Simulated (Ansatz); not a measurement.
# Li2TiO2: the cost of one run

Program: Ansatz 0.2.0. Level of theory: DFT PBE, scalar-relativistic, plane waves, PAW, unless a step names another level. These are calculated values, not measurements.

## Step 1: The structure to begin with

The structure is orthorhombic, space group Immm (No. 71). The conventional cell has a = 2.928 Å, b = 3.837 Å, c = 9.390 Å, α = 90.00°, β = 90.00°, γ = 90.00°. Li (site symmetry mm2) has 4 O at 1.98 to 2.09 Å as nearest neighbours. Ti (site symmetry mmm) has 4 O at 1.99 Å as nearest neighbours. O (site symmetry mm2) is surrounded by 4 Li at 1.98 to 2.09 Å and 2 Ti at 1.99 Å.

As a file:

```cif
data_structure
_symmetry_space_group_name_H-M 'P 1'
_symmetry_Int_Tables_number 1
_cell_length_a 5.2790
_cell_length_b 5.2790
_cell_length_c 5.2790
_cell_angle_alpha 147.802
_cell_angle_beta 137.380
_cell_angle_gamma 54.403
_cell_volume 52.74
loop_
_atom_site_label
_atom_site_type_symbol
_atom_site_fract_x
_atom_site_fract_y
_atom_site_fract_z
_atom_site_occupancy
Li1 Li 0.30317 0.30317 0.00000 1
Li2 Li 0.69683 0.69683 0.00000 1
Ti1 Ti 0.00000 0.00000 0.00000 1
O1 O 0.85581 0.35581 0.50000 1
O2 O 0.14419 0.64419 0.50000 1
```

It came out lowest among 24 distinct ends of the trial cells. At a tolerance of 0.05 Å it has space group Immm (No. 71).

## Step 2: A stricter relaxation, on the response runs' mesh and smearing

input.yaml reads:

```yaml
crystal:
  lattice:
    - [-1.4638656955, 1.9184434461, 4.695163406]
    - [1.4638656955, -1.9184434461, 4.695163406]
    - [1.4638656955, 1.9184434461, -4.695163406]
  atoms:
    - { symbol: Li, position: [0.3031676513, 0.3031676513, 0.0] }
    - { symbol: Li, position: [0.6968323487, 0.6968323487, 0.0] }
    - { symbol: Ti, position: [0.0, 0.0, 0.0] }
    - { symbol: O, position: [0.8558143772, 0.3558143772, 0.5] }
    - { symbol: O, position: [0.1441856228, 0.6441856228, 0.5] }
basis:
  ecutwfc: 420
kpoints:
  mp_grid: { grid: [14, 14, 14] }
hamiltonian:
  xc: pbe
scf:
  occupations: { method: gaussian, width: 0.1 }
output:
  forces: true
  stress: true
  eigenvalues: true
relax:
  adjacent_minimum: "off"
  f_tol: 0.001
  max_steps: 60
  cell: { stress_tol: 0.01 }
```

The run is started by

```bash
$ ansatz run input.yaml --threads 3 --pin off --max-ram 7680MiB --backend cpu --events-out ev --progress --plain --runs-dir out
```

**Question.** How long does this run take on 3 threads of Arm Neoverse V1, shared host, and how much memory does it need?

About 40 s, with a peak of 0.66 GiB.
